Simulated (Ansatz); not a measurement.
**C3H11BSi: a ladder of functionals and wavefunction methods**

One table from this session's results is given with a row withheld; the runs are named, their logs left out.

Program: Ansatz 0.2.0, Gaussian basis. Level of theory: functionals in def2-TZVPP, the program's frozen cores in correlated methods. These are calculated values, not measurements.

Levels to be run: PBE-D4, r2SCAN-D4, PBE0-D4, B3LYP-D4, ωB97X-V, ωB97M-V, B2PLYP; CCSD(T)/def2-TZVPP; MP2/def2-QZVPP; extrapolation to the limit.

### The geometry

All runs share one geometry, relaxed beforehand with PBE0-D4 in a triple-zeta def2 set.

SMILES `CBC[SiH2]C`, 16 atoms, charge 0, spin multiplicity 1.

Atoms are counted from 1 here; the program's logs count them from 0.

Bond lengths: C1–B2 1.561 Å, C1–H6 1.095 Å, C1–H7 1.092 Å, C1–H8 1.099 Å, B2–C3 1.542 Å, B2–H9 1.204 Å, C3–Si4 1.891 Å, C3–H10 1.095 Å, C3–H11 1.096 Å, Si4–C5 1.871 Å, Si4–H12 1.489 Å, Si4–H13 1.490 Å, C5–H14 1.093 Å, C5–H15 1.093 Å, C5–H16 1.093 Å. Angles: B2–C1–H6 111.5°, B2–C1–H7 115.1°, B2–C1–H8 107.9°, H6–C1–H7 109.0°, H6–C1–H8 104.7°, H7–C1–H8 107.9°, C1–B2–C3 123.2°, C1–B2–H9 118.1°, C3–B2–H9 118.6°, B2–C3–Si4 107.9°, B2–C3–H10 114.3°, B2–C3–H11 114.0°, Si4–C3–H10 104.9°, Si4–C3–H11 104.9°, H10–C3–H11 110.0°, C3–Si4–C5 110.6°, C3–Si4–H12 109.8°, C3–Si4–H13 109.4° and more.

As a file:

```
C    -2.0278    0.0209   -1.6992
B    -0.8192   -0.8490   -1.2319
C    -0.2776   -0.8375    0.2117
Si    1.0571    0.4975    0.3220
C     1.7751    0.5710    2.0479
H    -1.7899    0.5853   -2.6073
H    -2.4239    0.7073   -0.9474
H    -2.8382   -0.6587   -1.9975
H    -0.2603   -1.5314   -2.0510
H     0.2254   -1.7627    0.5107
H    -1.0222   -0.5546    0.9644
H     2.1389    0.2109   -0.6609
H     0.4661    1.8186   -0.0327
H     2.2293   -0.3846    2.3203
H     2.5447    1.3438    2.1132
H     0.9994    0.8007    2.7821
```

The first run:

The input, in.yaml:

```yaml
crystal:
  periodic: [false, false, false]
  atoms:
    - {symbol: C, position_ang: [-2.027753, 0.020928, -1.699221]}
    - {symbol: B, position_ang: [-0.819204, -0.849009, -1.231864]}
    - {symbol: C, position_ang: [-0.277601, -0.837536, 0.211666]}
    - {symbol: Si, position_ang: [1.057138, 0.497497, 0.322031]}
    - {symbol: C, position_ang: [1.775102, 0.570963, 2.047854]}
    - {symbol: H, position_ang: [-1.789878, 0.585282, -2.607292]}
    - {symbol: H, position_ang: [-2.423942, 0.707327, -0.947356]}
    - {symbol: H, position_ang: [-2.838199, -0.658714, -1.997469]}
    - {symbol: H, position_ang: [-0.260301, -1.531416, -2.050954]}
    - {symbol: H, position_ang: [0.225433, -1.762704, 0.510678]}
    - {symbol: H, position_ang: [-1.022233, -0.554608, 0.964352]}
    - {symbol: H, position_ang: [2.138915, 0.210913, -0.660936]}
    - {symbol: H, position_ang: [0.466089, 1.818590, -0.032701]}
    - {symbol: H, position_ang: [2.229323, -0.384606, 2.320271]}
    - {symbol: H, position_ang: [2.544713, 1.343774, 2.113152]}
    - {symbol: H, position_ang: [0.999394, 0.800719, 2.782087]}
basis:
  gaussian: {orbitals: def2-TZVPP}
hamiltonian: {xc: pbe, dispersion: d4}
output: {forces: true, orbitals: {seedname: orbitals}}
```

Run with:

```bash
> ansatz run in.yaml --threads 4 --pin off --events-out ev --progress --plain --max-ram 10444MiB
```

Steps of the session up to this table: PBE-D4 (GGA); r2SCAN-D4 (meta-GGA); PBE0-D4 (hybrid); B3LYP-D4 (hybrid); ωB97X-V (range-separated); ωB97M-V (range-separated); B2PLYP (double hybrid); CCSD(T) in def2-TZVPP; MP2 in def2-QZVPP.

One of the session's tables, all rows but one given; the rest of the session is left out.

| method | atomisation energy (eV) |
| --- | --- |
| PBE-D4 | 61.878 |
| r2SCAN-D4 | 61.605 |
| PBE0-D4 | 61.531 |
| B3LYP-D4 | ? |
| ωB97X-V | 61.526 |
| ωB97M-V | 61.578 |
| B2PLYP | 60.806 |
| HF/def2-TZVPP | 47.637 |
| MP2/def2-TZVPP | 60.317 |
| CCSD/def2-TZVPP | 59.451 |
| CCSD(T)/def2-TZVPP | 60.030 |
| MP2/CBS | 61.550 |
| CCSD(T)/CBS | 61.263 |

Estimate the missing values for B3LYP-D4.

As computed: atomisation energy (eV): 61.501. In the column «atomisation energy (eV)» it lies between CCSD(T)/CBS (61.263) and ωB97X-V (61.526).

Among the levels timed on like hardware and quicker than the yardstick, those that no quicker one beats, quickest first: PBE-D4 (2.6 s, +0.615 eV); PBE0-D4 (3.1 s, +0.268 eV); B3LYP-D4 (5.5 s, +0.238 eV).

B2PLYP carry no dispersion term (for B3LYP, D4 adds 0.499 eV).
